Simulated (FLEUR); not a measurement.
# NaCl (Fm-3m) in FLEUR: convergence with k mesh

Aim: find how far k mesh must go before the results for NaCl settle, at PBE. This setting moves, with any that are tied to it; all else stays.

Everything below comes from runs of FLEUR MaX-R8.1 (later development tree). Logs are shortened: lines on timing, memory, paths and dates and some standing lists are left out, and cuts for length are marked.

**1. The crystal as given**

The structure is cubic, space group Fm-3m (No. 225). The conventional cell has a = 5.588 Å, b = 5.588 Å, c = 5.588 Å, α = 90.00°, β = 90.00°, γ = 90.00°. Cl (site symmetry m-3m) has 6 Na at 2.79 Å as nearest neighbours. Na (site symmetry m-3m) has 6 Cl at 2.79 Å as nearest neighbours.

The cell is a database's computed one.

**2. With k mesh 2 × 2 × 2**

Contents of inp.xml:

```xml
<?xml version="1.0" encoding="UTF-8" standalone="no"?>
<fleurInput fleurInputVersion="0.39">
   <comment>
      NaCl                                                                                                
   </comment>
   <calculationSetup>
      <cutoffs Kmax="4.1" Gmax="12.7" GmaxXC="12.7" numbands="0"/>
      <scfLoop itmax="60" minDistance="0.00001" maxIterBroyd="15" imix="Anderson" alpha="0.05" precondParam="0.0" spinf="2.0" sdNocoIR="T"/>
      <coreElectrons ctail="T" frcor="F" kcrel="0" coretail_lmax="0"/>
      <xcFunctional name="pbe" relativisticCorrections="F"/>
      <magnetism jspins="1"/>
      <soc l_soc="F" theta="0.0" phi="0.0" spav="F"/>
      <expertModes spex="0" secvar="F"/>
      <geometryOptimization l_f="T" forcealpha="1.0" forcemix="BFGS" epsdisp="0.0005" epsforce="0.0002"/>
      <ldaU l_linMix="F" mixParam="0.05" spinf="1.0"/>
   </calculationSetup>
   <cell>
      <bzIntegration valenceElectrons="16.0" mode="hist" fermiSmearingEnergy="0.00183747">
         <kPointListSelection listName="default-1"/>
         <!-- k-points included here -->
         <xi:include xmlns:xi="http://www.w3.org/2001/XInclude" href="kpts.xml"> </xi:include>
      </bzIntegration>
      <!-- symmetry operations included here -->
      <xi:include xmlns:xi="http://www.w3.org/2001/XInclude" href="sym.xml"> </xi:include>
      <bulkLattice scale="1.0">
         <bravaisMatrix>
            <row-1>    0.0000000000000000     5.2800142562716275     5.2800142562716275</row-1>
            <row-2>    5.2800142562716275     0.0000000000000000     5.2800142562716275</row-2>
            <row-3>    5.2800142562716275     5.2800142562716275     0.0000000000000000</row-3>
         </bravaisMatrix>
      </bulkLattice>
   </cell>
   <atomSpecies>
      <species name="Chlorine (Cl)" element="Cl" atomicNumber="17">
         <mtSphere radius="2.42" gridPoints="811" logIncrement="0.015"/>
         <atomicCutoffs lmax="10" lnonsphr="8"/>
         <electronConfig flipSpins="F">
            <coreConfig>(1s1/2) (2s1/2) (2p1/2) (2p3/2)</coreConfig>
            <valenceConfig>(3s1/2) (3p1/2) (3p3/2)</valenceConfig>
            <stateOccupation state="(3p1/2)" spinUp="0.833333" spinDown="0.833333"/>
            <stateOccupation state="(3p3/2)" spinUp="1.666667" spinDown="1.666667"/>
         </electronConfig>
         <energyParameters s="3" p="3" d="3" f="4"/>
         <lo type="SCLO" l="0" n="3" eDeriv="2"/>
         <lo type="SCLO" l="1" n="3" eDeriv="2"/>
         <lo type="SCLO" l="2" n="3" eDeriv="2"/>
         <lo type="SCLO" l="3" n="4" eDeriv="2"/>
      </species>
      <species name="Sodium (Na)" element="Na" atomicNumber="11">
         <mtSphere radius="2.42" gridPoints="811" logIncrement="0.014"/>
         <atomicCutoffs lmax="10" lnonsphr="8"/>
         <electronConfig flipSpins="F">
            <coreConfig>(1s1/2)</coreConfig>
            <valenceConfig>(2s1/2) (2p1/2) (2p3/2) (3s1/2)</valenceConfig>
            <stateOccupation state="(3s1/2)" spinUp="0.500000" spinDown="0.500000"/>
         </electronConfig>
         <energyParameters s="3" p="2" d="3" f="4"/>
         <lo type="SCLO" l="0" n="2" eDeriv="0"/>
         <lo type="HELO" l="1" n="3" eDeriv="0"/>
         <lo type="HELO" l="1" n="3" eDeriv="1"/>
         <lo type="SCLO" l="2" n="3" eDeriv="2"/>
         <lo type="SCLO" l="3" n="4" eDeriv="2"/>
      </species>
   </atomSpecies>
   <atomGroups>
      <atomGroup species="Chlorine (Cl)">
         <relPos label="                   1">1.000/2.000 1.000/2.000 1.000/2.000</relPos>
         <force calculate="T" relaxXYZ="TTT"/>
      </atomGroup>
      <atomGroup species="Sodium (Na)">
         <relPos label="                   2">.0000000000 .0000000000 .0000000000</relPos>
         <force calculate="T" relaxXYZ="TTT"/>
      </atomGroup>
   </atomGroups>
   <output dos="F" band="F" slice="F">
      <checks vchk="F" cdinf="F"/>
      <bandDOS minEnergy="-.5*Htr" maxEnergy="0.5*Htr" sigma="0.015" storeEVData="T"/>
      <vacuumDOS vacdos="F" integ="F" star="F" nstars="0" locx1="0.0" locy1="0.0" locx2="0.0" locy2="0.0" nstm="0" tworkf="0.0"/>
      <unfoldingBand unfoldBand="F" supercellX="1" supercellY="1" supercellZ="1"/>
      <plotting iplot="0" polar="F">
         <plot TwoD="T" vec1="  1.0  0.0  0.0" vec2="  0.0  1.0  0.0" vec3="  0.0  0.0  1.0" zero="  0.0  0.0  0.0" file="plot"/>
      </plotting>
      <chargeDensitySlicing numkpt="0" minEigenval="0.0" maxEigenval="0.0" nnne="0" pallst="F"/>
      <specialOutput eonly="F"/>
      <moessbauerParams electricFieldGradient="T" isomerShift="T" coreHyperfine="T" valenceHyperfine="T"/>
      <magneticCircularDichroism mcd="F" energyLo="-10.0" energyUp="0.0"/>
   </output>
  <!-- We include the file relax.xml here to enable relaxations (see documentation) -->
  <xi:include xmlns:xi="http://www.w3.org/2001/XInclude" href="relax.xml"> <xi:fallback/> </xi:include>
</fleurInput>
```

Contents of crystal.txt:

```
NaCl
&input cartesian=F /
0.0000000000  2.7940632177  2.7940632177
2.7940632177  0.0000000000  2.7940632177
2.7940632177  2.7940632177  0.0000000000
1.8897261246
1.0 1.0 1.0

2
17 0.5000000000  0.5000000000  0.5000000000
11 0.0000000000  0.0000000000  0.0000000000

&kpt div1=2 div2=2 div3=2 gamma=T /
```

Potentials or basis: all-electron, FLAPW.

Run with:

```sh
$ inpgen -f crystal.txt -profile fastHighL
$ # inp.xml edited to the form shown
$ fleur_MPI
```

Wall time 19 s (1 thread of Intel Xeon Platinum 8259CL at 2.50GHz (Skylake/Cascade Lake), shared host); peak memory 0.07 GiB.

Results:

| Quantity | Value |
| --- | --- |
| Free energy | -16981.5162 eV |
| Band gap on the k mesh | 5.14 eV, direct |
| Valence electrons inside the program's atomic spheres | Cl 6.29; Na 8.14 (radii Cl 2.42, Na 2.42 bohr) |

**3. With k mesh 3 × 3 × 3**

inp.xml is that of step 2.

Edit crystal.txt of step 2 so:

```diff
@@ -12,2 +12,2 @@
 
-&kpt div1=2 div2=2 div3=2 gamma=T /
+&kpt div1=3 div2=3 div3=3 gamma=T /
```

Potentials or basis: all-electron, FLAPW.

Run with:

```sh
$ inpgen -f crystal.txt -profile fastHighL
$ # inp.xml edited to the form shown
$ fleur_MPI
```

It took 19 s on 1 thread of Intel Xeon Platinum 8259CL at 2.50GHz (Skylake/Cascade Lake), shared host; peak memory 0.07 GiB.

Results:

```yaml
Free_energy: -16981.7687 eV
Band_gap_on_the_k_mesh: 5.21 eV, direct
Valence_electrons_inside_the_program's_atomic_spheres: Cl 6.26; Na 8.15 (radii Cl 2.42, Na 2.42 bohr)
```

**4. With k mesh 4 × 4 × 4**

inp.xml is that of step 3.

Edit crystal.txt of step 3 so:

```diff
@@ -12,2 +12,2 @@
 
-&kpt div1=3 div2=3 div3=3 gamma=T /
+&kpt div1=4 div2=4 div3=4 gamma=T /
```

Run with:

```sh
$ inpgen -f crystal.txt -profile fastHighL
$ # inp.xml edited to the form shown
$ fleur_MPI
```

It took 24 s on 1 thread of Intel Xeon Platinum 8259CL at 2.50GHz (Skylake/Cascade Lake), shared host; peak memory 0.07 GiB.

Results:

```
Free energy                                           : -16981.7867 eV
Band gap on the k mesh                                : 5.22 eV, direct
Valence electrons inside the program's atomic spheres : Cl 6.25; Na 8.15 (radii Cl 2.42, Na 2.42 bohr)
```

**5. With k mesh 6 × 6 × 6**

inp.xml is that of step 4.

Edit crystal.txt of step 4 so:

```diff
@@ -12,2 +12,2 @@
 
-&kpt div1=4 div2=4 div3=4 gamma=T /
+&kpt div1=6 div2=6 div3=6 gamma=T /
```

Run with:

```sh
$ inpgen -f crystal.txt -profile fastHighL
$ # inp.xml edited to the form shown
$ fleur_MPI
```

Wall time 34 s (1 thread of Intel Xeon Platinum 8259CL at 2.50GHz (Skylake/Cascade Lake), shared host); peak memory 0.07 GiB.

Results:

* Free energy: -16981.7885 eV
* Band gap on the k mesh: 5.22 eV, direct
* Valence electrons inside the program's atomic spheres: Cl 6.25; Na 8.15 (radii Cl 2.42, Na 2.42 bohr)

**6. With k mesh 7 × 7 × 7**

inp.xml is that of step 5.

Edit crystal.txt of step 5 so:

```diff
@@ -12,2 +12,2 @@
 
-&kpt div1=6 div2=6 div3=6 gamma=T /
+&kpt div1=7 div2=7 div3=7 gamma=T /
```

Potentials or basis: all-electron, FLAPW.

Run with:

```sh
$ inpgen -f crystal.txt -profile fastHighL
$ # inp.xml edited to the form shown
$ fleur_MPI
```

Run time: 39 s. Hardware: 1 thread of Intel Xeon Platinum 8259CL at 2.50GHz (Skylake/Cascade Lake), shared host; peak memory 0.07 GiB.

Results:

| Quantity | Value |
| --- | --- |
| Free energy | -16981.7885 eV |
| Band gap on the k mesh | 5.22 eV, direct |
| Valence electrons inside the program's atomic spheres | Cl 6.25; Na 8.15 (radii Cl 2.42, Na 2.42 bohr) |

**7. With k mesh 8 × 8 × 8**

inp.xml is that of step 6.

Edit crystal.txt of step 6 so:

```diff
@@ -12,2 +12,2 @@
 
-&kpt div1=7 div2=7 div3=7 gamma=T /
+&kpt div1=8 div2=8 div3=8 gamma=T /
```

Run with:

```sh
$ inpgen -f crystal.txt -profile fastHighL
$ # inp.xml edited to the form shown
$ fleur_MPI
```

It took 51 s on 1 thread of Intel Xeon Platinum 8259CL at 2.50GHz (Skylake/Cascade Lake), shared host; peak memory 0.07 GiB.

Results:

```yaml
Free_energy: -16981.7885 eV
Band_gap_on_the_k_mesh: 5.22 eV, direct
Valence_electrons_inside_the_program's_atomic_spheres: Cl 6.25; Na 8.15 (radii Cl 2.42, Na 2.42 bohr)
```

**8. With k mesh 10 × 10 × 10**

inp.xml is that of step 7.

Edit crystal.txt of step 7 so:

```diff
@@ -12,2 +12,2 @@
 
-&kpt div1=8 div2=8 div3=8 gamma=T /
+&kpt div1=10 div2=10 div3=10 gamma=T /
```

Run with:

```sh
$ inpgen -f crystal.txt -profile fastHighL
$ # inp.xml edited to the form shown
$ fleur_MPI
```

Wall time 71 s (1 thread of Intel Xeon Platinum 8259CL at 2.50GHz (Skylake/Cascade Lake), shared host); peak memory 0.07 GiB.

What came out:

| Property | Result |
| --- | --- |
| Free energy | -16981.7886 eV |
| Band gap on the k mesh | 5.22 eV, direct |
| Valence electrons inside the program's atomic spheres | Cl 6.25; Na 8.15 (radii Cl 2.42, Na 2.42 bohr) |

**9. With k mesh 12 × 12 × 12**

inp.xml is that of step 8.

Edit crystal.txt of step 8 so:

```diff
@@ -12,2 +12,2 @@
 
-&kpt div1=10 div2=10 div3=10 gamma=T /
+&kpt div1=12 div2=12 div3=12 gamma=T /
```

Potentials or basis: all-electron, FLAPW.

Run with:

```sh
$ inpgen -f crystal.txt -profile fastHighL
$ # inp.xml edited to the form shown
$ fleur_MPI
```

The program printed:

```text
Welcome to FLEUR        (www.flapw.de)
      MaX-Release 8.1          (www.max-centre.eu)

 ========== k-point set info ==========
 Selected k-point list: default-1
 k-point list type: mesh
 12 x 12 x 12
 Number of k points: 72

 ------------Calculation Setup---------------------------
 Number of MPI-tasks      :            1
 Number of PE/node        :            1
 Number of OMP-threads    :            1
 Most efficient MPI parallelization for:
           1           2           3           4           6           8           9          12          18          24          36          72
 Additional eigenvalue parallelization possible
 Number of basis functions:          430
 Approximate size of matrices (H+S) per k-point:         0.003 GB
 --------------------------------------------------------
 Iteration:     1   Distance:       4.70070824 me/bohr^3
 Iteration:     2   Distance:       4.19880747 me/bohr^3
 Iteration:     3   Distance:       1.69844682 me/bohr^3
 Iteration:     4   Distance:       0.53681615 me/bohr^3
 Iteration:     5   Distance:       0.36997639 me/bohr^3
 Iteration:     6   Distance:       0.08367736 me/bohr^3
 Iteration:     7   Distance:       0.07266339 me/bohr^3
 Iteration:     8   Distance:       0.01511292 me/bohr^3
 Iteration:     9   Distance:       0.01960813 me/bohr^3
 Iteration:    10   Distance:       0.00113785 me/bohr^3
 Iteration:    11   Distance:       0.00077683 me/bohr^3
 Iteration:    12   Distance:       0.00010773 me/bohr^3
 Iteration:    13   Distance:       0.00000885 me/bohr^3

 ********************************************************************
 Run finished successfully
 Stop message:
   Structural relaxation: Done
 ********************************************************************
```

out.xml (last iteration):

```text
<iteration numberForCurrentRun="   14" overallNumber="   14">
         <energyParameters units="Htr">
            <atomicEP atomType="1" spin="1" branch="3s" branchLowest="-8.96" branchHighest="-0.21" value="-0.4733410682"/>
            <atomicEP atomType="1" spin="1" branch="3p" branchLowest="-6.71" branchHighest="0.36" value="-0.0547500236"/>
            <atomicEP atomType="1" spin="1" branch="3d" branchLowest="-9.99" branchHighest="1.18" value="0.3296684784"/>
            <atomicEP atomType="1" spin="1" branch="4f" branchLowest="-9.99" branchHighest="3.10" value="0.5133693060"/>
            <loAtomicEP atomType="1" spin="1" branch="3s" branchLowest="-8.96" branchHighest="-0.21" value="-0.4733410682"/>
            <loAtomicEP atomType="1" spin="1" branch="3p" branchLowest="-6.71" branchHighest="0.36" value="-0.0560027554"/>
            <loAtomicEP atomType="1" spin="1" branch="3d" branchLowest="-9.99" branchHighest="1.18" value="0.3296606120"/>
            <loAtomicEP atomType="1" spin="1" branch="4f" branchLowest="-9.99" branchHighest="3.10" value="0.5133717787"/>
            <atomicEP atomType="2" spin="1" branch="3s" branchLowest="-1.80" branchHighest="1.65" value="0.2163236320"/>
            <atomicEP atomType="2" spin="1" branch="2p" branchLowest="-9.99" branchHighest="-0.75" value="-0.7749782462"/>
            <atomicEP atomType="2" spin="1" branch="3d" branchLowest="-9.99" branchHighest="2.03" value="0.4825680474"/>
            <atomicEP atomType="2" spin="1" branch="4f" branchLowest="-9.99" branchHighest="3.61" value="0.6485444685"/>
            <loAtomicEP atomType="2" spin="1" branch="2s" branchLowest="-37.71" branchHighest="-1.80" value="-1.8093158634"/>
            <heloAtomicEP atomType="2" spin="1" branch="3p" branchLowest="1.29" branchHighest="1.29" value="1.2853830328"/>
            <heloAtomicEP atomType="2" spin="1" branch="3p" branchLowest="1.29" branchHighest="1.29" value="1.2853830328"/>
            <loAtomicEP atomType="2" spin="1" branch="3d" branchLowest="-9.99" branchHighest="2.03" value="0.4825680364"/>
            <loAtomicEP atomType="2" spin="1" branch="4f" branchLowest="-9.99" branchHighest="3.61" value="0.6485463518"/>
         </energyParameters>
         <eigenvalues>
            <eigenvaluesAt spin="1" ikpt="1" k_x="0.00000000" k_y="0.00000000" k_z="0.00000000">
                      -1.8093997416       -0.7772136811       -0.7772136811       -0.7772136811       -0.4810994713
                      -0.0136561515       -0.0136561515       -0.0136561515        0.1781256496        0.3927701341
                       0.3927701341        0.3927701341        0.4699838001
            </eigenvaluesAt>
            <eigenvaluesAt spin="1" ikpt="2" k_x="0.00000000" k_y="0.00000000" k_z="0.08333333">
                      -1.8093975308       -0.7772968622       -0.7772196778       -0.7772196778       -0.4802570171
                      -0.0203755039       -0.0143852525       -0.0143852525        0.1869472111        0.3828599340
                       0.3963211429        0.3963211429        0.4653275426
            </eigenvaluesAt>
            <eigenvaluesAt spin="1" ikpt="3" k_x="0.00000000" k_y="0.00000000" k_z="0.16666667">
                      -1.8093913988       -0.7775225253       -0.7772353819       -0.7772353819       -0.4779221433
                      -0.0366380896       -0.0163427087       -0.0163427087        0.2085625092        0.3653151006
                       0.4034194135        0.4034194135        0.4597927954
            </eigenvaluesAt>
[... 27 lines left out ...]
            <spinDependentCharge spin="1" total="28.0000000" interstitial="1.5973063" mtSpheres="26.4026937"/>
            <totalCharge value="27.9999999981"/>
         </allElectronCharges>
         <moessbauerParams unitsHFF="kG" unitsIS="e/bohr^3" unitsEFG="Htr/bohr^2">
            <coreIsomerShift atomType="1" isTotal="3574.03961">
               <shell n="1" l="0" isomerShift="3313.23050"/>
               <shell n="2" l="0" isomerShift="260.28488"/>
               <shell n="2" l="1" isomerShift="0.52423"/>
            </coreIsomerShift>
            <coreIsomerShift atomType="2" isTotal="827.85839">
               <shell n="1" l="0" isomerShift="827.85839"/>
            </coreIsomerShift>
            <isomerShift atomType="1" nucleusRadius="0.0000776" averageDensity="3599.76171"/>
            <isomerShift atomType="2" nucleusRadius="0.0000672" averageDensity="878.23706"/>
            <electricFieldGradient atomType="1" VXX="0.00000" VYY="0.00000" VZZ="0.00000" asymParam="0.00000">
            </electricFieldGradient>
            <electricFieldGradient atomType="2" VXX="0.00000" VYY="0.00000" VZZ="0.00000" asymParam="0.00000">
            </electricFieldGradient>
         </moessbauerParams>
         <totalEnergy                                    value="     -624.0692185245" units="Htr">
            <sumOfEigenvalues                            value="     -344.6194474314">
               <coreElectrons value="-335.1293801541"/>
               <valenceElectrons value="-9.4900672773"/>
            </sumOfEigenvalues>
            <densityCoulombPotentialIntegral value="-916.1349279828"/>
            <densityEffectivePotentialIntegral value="-971.2046526591"/>
            <chargeDenXCDenIntegral value="-42.6356257108"/>
            <FockExchangeEnergyValence value="0.0000000000"/>
            <FockExchangeEnergyCore value="0.0000000000"/>
            <atomTypeDependentContributions atomType="1">
               <electronNucleiInteractionDifferentMTs value="549.1403223971"/>
               <MadelungTerm value="-4.0309598647"/>
            </atomTypeDependentContributions>
            <atomTypeDependentContributions atomType="2">
               <electronNucleiInteractionDifferentMTs value="194.1570861848"/>
               <MadelungTerm value="-2.6229656033"/>
            </atomTypeDependentContributions>
            <tkbTimesEntropy value="0.0000000000"/>
            <freeEnergy value="-624.0692185245"/>
            <extrapolationTo0K value="-624.0692185245"/>
         </totalEnergy>
         <totalForcesOnRepresentativeAtoms units="Htr/bohr">
            <forceTotal atomType="1" x="5.280014" y="5.280014" z="5.280014" F_x="0.00000000" F_y="0.00000000" F_z="0.00000000"/>
            <forceTotal atomType="2" x="0.000000" y="0.000000" z="0.000000" F_x="0.00000000" F_y="0.00000000" F_z="0.00000000"/>
         </totalForcesOnRepresentativeAtoms>
      </iteration>
```

Run time: 1.7 min. Hardware: 1 thread of Intel Xeon Platinum 8259CL at 2.50GHz (Skylake/Cascade Lake), shared host; peak memory 0.07 GiB.

Results:

```yaml
Free_energy: -16981.7885 eV
Band_gap_on_the_k_mesh: 5.22 eV, direct
Valence_electrons_inside_the_program's_atomic_spheres: Cl 6.25; Na 8.15 (radii Cl 2.42, Na 2.42 bohr)
```

**10. Result**

```tsv
k mesh	energy less the tightest run, at zero smearing (meV/atom)	gap on the mesh (eV)	SCF cycles	CPU time (s)	peak memory (GiB)
2 × 2 × 2	136.20	5.138	15	19	0.07
3 × 3 × 3	9.90	5.209	14	19	0.07
4 × 4 × 4	0.94	5.217	14	24	0.07
6 × 6 × 6	0.01	5.219	14	34	0.07
7 × 7 × 7	0.00	5.219	14	39	0.07
8 × 8 × 8	0.00	5.219	14	51	0.07
10 × 10 × 10	0.00	5.219	14	71	0.07
12 × 12 × 12	0.00	5.219	14	100	0.07
```

Against the tightest run, the energy stays within 1 meV/atom from 4 × 4 × 4 on; the gap on the mesh stays within 0.01 eV from 3 × 3 × 3 on. Meshes of other sizes hit other points, so gaps and Fermi surfaces needn't settle smoothly. The tightest run that finished is the yardstick and may itself not be fully converged.
